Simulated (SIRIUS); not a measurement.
Something may be wrong with this SIRIUS 7.10.0 calculation of TiSeS.

Contents of sirius.json:

```json
{
  "control": {
    "processing_unit": "cpu",
    "verbosity": 2,
    "num_bands_to_print": 26,
    "print_forces": true,
    "print_stress": true
  },
  "parameters": {
    "electronic_structure_method": "pseudopotential",
    "xc_functionals": ["XC_GGA_X_PBE", "XC_GGA_C_PBE"],
    "gk_cutoff": 9.3,
    "pw_cutoff": 18.6,
    "ngridk": [4, 4, 2],
    "shiftk": [0, 0, 0],
    "smearing": "fermi_dirac",
    "smearing_width": 0.0018374661,
    "num_bands": 26,
    "num_mag_dims": 0,
    "num_dft_iter": 50,
    "energy_tol": 1e-08,
    "density_tol": 1e-06
  },
  "iterative_solver": {
    "type": "davidson",
    "min_tolerance": 1e-09,
    "tolerance_scale": [0.1, 0.25]
  },
  "mixer": {
    "type": "pulay",
    "beta": 0.7,
    "max_history": 8
  },
  "settings": {
    "tol_ne": 1e-10,
    "pseudo_grid_cutoff": 6.5
  },
  "unit_cell": {
    "lattice_vectors": [
      [0.999970815116, -0.007578343712, 0.000968308782],
      [-0.506548444632, 0.863299785732, 0.002884874192],
      [0.00171603252, 0.006894232431, 1.731208485418]
    ],
    "lattice_vectors_scale": 6.6599800482,
    "atom_coordinate_units": "lattice",
    "atom_types": ["Ti", "Se", "S"],
    "atom_files": {
      "Ti": "Ti.json",
      "S": "S.json",
      "Se": "Se.json"
    },
    "atoms": {
      "Ti": [
        [0.33414643, 0.66638873, 0.98710478]
      ],
      "Se": [
        [0.66634862, 0.33230617, 0.24375724]
      ],
      "S": [
        [0.99950495, 0.0013051, 0.76913896]
      ]
    }
  }
}
```

Potentials or basis: PseudoDojo 0.4.1 PBE standard (scalar relativistic).

Run with:

```bash
$ upf_to_json Ti.upf
$ upf_to_json S.upf
$ upf_to_json Se.upf
$ OMP_NUM_THREADS=1 sirius.scf --input=sirius.json --output=out.json --task=0
```

Output:

```text
[info] SIRIUS version : 7.10.0
[info] number of MPI ranks           : 1
[info] MPI grid                      : 1 1
[info] maximum number of OMP threads : 1
[fft] FFT context for density and potential
[fft] =====================================
[fft]   comm size                             : 1
[fft]   plane wave cutoff                     : 18.6
[fft]   grid size                             : 45 45 72   total : 145800
[fft]   grid limits                           : -22 22   -22 22   -35 36
[... 54 lines left out ...]
[sym]   0.0000  0.0000  0.0000
[sym] number of space group operations  : 1
[sym] number of magnetic group operations : 1
[sym] metric tensor error: 0.0000e+00
[sym] rotation matrix error: 1.3076e-17
[sym] symmetry operations
[... list of symmetry operations ...]
[atom type] label          : Ti
[atom type] --------------------------------------------------------------------------------
[... 131 lines left out ...]
+----------------------+
[... set-up lines ...]
Warning in function "initial_density_pseudo" at src/density/density.cpp:336
wrong initial charge density
  integral of the density : 33.9999903415
  target number of electrons : 34
Charges and magnetic moments
--------------------------------------------------------------------------------
[... 1 line left out ...]
[~DFT_ground_state] local op. applied: 520
[~DFT_ground_state] evp. work count: 0
[~DFT_ground_state] number of iterative solver steps: 0
Exception in function "Mixer_factory" at src/mixer/mixer_factory.hpp:49
wrong type of mixer
--------------------------------------------------------------------------
MPI_ABORT was invoked on rank 0 in communicator MPI_COMM_WORLD
  Errorcode: -1

NOTE: invoking MPI_ABORT causes Open MPI to kill all MPI processes.
You may or may not see output from other processes, depending on
exactly when Open MPI kills them.
--------------------------------------------------------------------------
```

**Question.** Diagnose the run.

**Answer.** The program failed during the run. The input holds a flaw that was put in on purpose: unknown mixer (mixer.type = pulay).
